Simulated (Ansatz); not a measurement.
# CH6OSi2: a ladder of functionals and wavefunction methods

The task here is to estimate one member of a computed series from the others.

Computed with Ansatz 0.2.0, Gaussian basis. Level: functionals in def2-TZVPP, the program's frozen cores in correlated methods.

The runs, in order: LDA (SPW92), PBE-D4, revPBE-D4, BLYP-D4, r2SCAN-D4, B97M-V, PBE0-D4, B3LYP-D4, r2SCANh-D4, r2SCAN0-D4, HSE06-D4, BHLYP-D4, CAM-B3LYP-D4, LC-ωPBE, ωB97X-V, ωB97M-V, B2PLYP, PBE-QIDH; CCSD(T)/def2-SVP; CCSD(T)/def2-TZVPP; MP2/def2-QZVPP; extrapolation to the limit; RPA on PBE.

### The relaxed structure

All runs share one geometry, relaxed beforehand with PBE0-D4 in a triple-zeta def2 set.

SMILES `[SiH3][SiH]1CO1`, 10 atoms, charge 0, spin multiplicity 1.

Atoms are counted from 1 here; the program's logs count them from 0.

Bond lengths: Si1–Si2 2.329 Å, Si1–H5 1.487 Å, Si1–H6 1.488 Å, Si1–H7 1.485 Å, Si2–C3 1.814 Å, Si2–O4 1.674 Å, Si2–H8 1.485 Å, C3–O4 1.461 Å, C3–H9 1.088 Å, C3–H10 1.089 Å. Angles: Si2–Si1–H5 110.7°, Si2–Si1–H6 109.4°, Si2–Si1–H7 108.8°, H5–Si1–H6 108.7°, H5–Si1–H7 109.6°, H6–Si1–H7 109.6°, Si1–Si2–C3 121.8°, Si1–Si2–O4 116.3°, Si1–Si2–H8 116.7°, C3–Si2–O4 49.3°, C3–Si2–H8 119.1°, O4–Si2–H8 115.3°, Si2–C3–O4 60.3°, Si2–C3–H9 122.0°, Si2–C3–H10 121.0°, O4–C3–H9 113.3°, O4–C3–H10 113.1°, H9–C3–H10 113.9° and more.

As a file:

```xyz
10

Si   -1.2684    0.8971   -0.9078
Si   -0.1017   -0.7469    0.2591
C     1.5314   -0.4276    0.9820
O     1.4317   -1.1101   -0.3065
H    -1.7980    0.3568   -2.1878
H    -2.4104    1.3728   -0.0815
H    -0.3490    2.0297   -1.1864
H    -0.8906   -1.9087    0.7419
H     2.0100    0.5476    0.9173
H     1.9282   -1.0619    1.7726
```

Set-up of the first run:

File in.yaml:

```yaml
crystal:
  periodic: [false, false, false]
  atoms:
    - {symbol: Si, position_ang: [-1.268430, 0.897083, -0.907798]}
    - {symbol: Si, position_ang: [-0.101697, -0.746873, 0.259097]}
    - {symbol: C, position_ang: [1.531396, -0.427589, 0.981971]}
    - {symbol: O, position_ang: [1.431732, -1.110080, -0.306492]}
    - {symbol: H, position_ang: [-1.797996, 0.356826, -2.187776]}
    - {symbol: H, position_ang: [-2.410351, 1.372782, -0.081545]}
    - {symbol: H, position_ang: [-0.349031, 2.029721, -1.186415]}
    - {symbol: H, position_ang: [-0.890558, -1.908734, 0.741866]}
    - {symbol: H, position_ang: [2.009982, 0.547578, 0.917319]}
    - {symbol: H, position_ang: [1.928153, -1.061915, 1.772573]}
basis:
  gaussian: {orbitals: def2-TZVPP}
hamiltonian: {xc: lda}
output: {orbitals: {seedname: orbitals}}
```

Started as:

```bash
$ ansatz run in.yaml --threads 2 --pin off --events-out ev --progress --plain --max-ram 4352MiB
```

Steps of the session up to this table: LDA; PBE-D4 (GGA); revPBE-D4 (GGA); BLYP-D4 (GGA); r2SCAN-D4 (meta-GGA); B97M-V (meta-GGA); PBE0-D4 (hybrid); B3LYP-D4 (hybrid); r2SCANh-D4 (hybrid); r2SCAN0-D4 (hybrid); HSE06-D4 (hybrid); BHLYP-D4 (hybrid); CAM-B3LYP-D4 (range-separated); LC-ωPBE (range-separated); ωB97X-V (range-separated); ωB97M-V (range-separated); B2PLYP (double hybrid); PBE-QIDH (double hybrid).

One table of the session follows, with a row left open; its other results are not shown here.

It belongs to the step «Orbital energies across the functionals». 

```
  functional  HOMO (eV)  gap (eV)
 LDA (SPW92)      -6.47      4.51
      PBE-D4          ?         ?
   revPBE-D4      -6.26      4.55
     BLYP-D4      -6.16      4.53
   r2SCAN-D4      -6.54      4.95
      B97M-V      -6.62      4.90
     PBE0-D4      -7.52      6.55
    B3LYP-D4      -7.29      6.14
  r2SCANh-D4      -6.99      5.69
  r2SCAN0-D4      -7.67      6.81
    HSE06-D4      -7.12      5.78
    BHLYP-D4      -8.61      8.55
CAM-B3LYP-D4      -8.85      8.93
     LC-ωPBE     -10.19     11.37
     ωB97X-V      -9.83     10.90
     ωB97M-V      -9.71     10.54
```

Estimate the missing values for PBE-D4.

**Answer.** HOMO (eV): -6.32; gap (eV): 4.53. In the column «HOMO (eV)» it lies between LDA (SPW92) (-6.47) and revPBE-D4 (-6.26).
